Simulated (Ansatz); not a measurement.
Set up this calculation in Ansatz 0.2.0, as the native input.

* Task: single point
* Functional: HSE06 form with a typed share of exact exchange
* Potentials or basis: Ansatz PAW
* Cutoff: 420 eV (not typed: the program's choice for these potentials)
* k mesh: 4 × 4 × 4
* Occupations: fermi-dirac, width 0.05 eV
* Spin: no spin polarisation
* Screening (1/Å): 0.4
* Share of exact exchange: 0.25

The system is BiTe.

```
Bi Te
1.0
     0.00000    3.23500    3.23500
     3.23500    0.00000    3.23500
     3.23500    3.23500    0.00000
Bi Te
1 1
Direct
  0.00000 0.00000 0.00000
  0.50000 0.50000 0.50000
```

The input as run:

input

```
crystal:
  lattice:
    - [0.0, 3.235, 3.235]
    - [3.235, 0.0, 3.235]
    - [3.235, 3.235, 0.0]
  atoms:
    - { symbol: Bi, position: [0.0, 0.0, 0.0] }
    - { symbol: Te, position: [0.5, 0.5, 0.5] }
hamiltonian:
  xc: { exchange: pbe, correlation: pbe, exx: { coeff: 0.25, omega: 0.4 } }
  pseudopotentials: { kind: paw }
kpoints:
  mp_grid: { grid: [4, 4, 4] }
scf:
  occupations: { method: fermi_dirac, width: 0.05 }
output:
  forces: true
  stress: true
  eigenvalues: true
```

It gave:

| Property | Result |
| --- | --- |
| Pressure | -0.7 GPa |
| Band gap on the k mesh | none (metal or under the smearing width) |

Caveat: the k mesh is coarse (spacing up to 0.42 Å⁻¹), so the values aren't converged, least of all with exact exchange; spin-orbit coupling is left out, which moves the levels of the heavy elements; the PAW data sets come from PBE, with cores solved anew for the run's functional, which leaves a small shift of forces and pressure; the thresholds are loose for stress.

Run time: 7.8 s on 1 × NVIDIA H100 80GB HBM3 with 2 threads of AMD EPYC 7R13 Processor (Zen 3), on a shared host, peak memory 1.9 GiB.
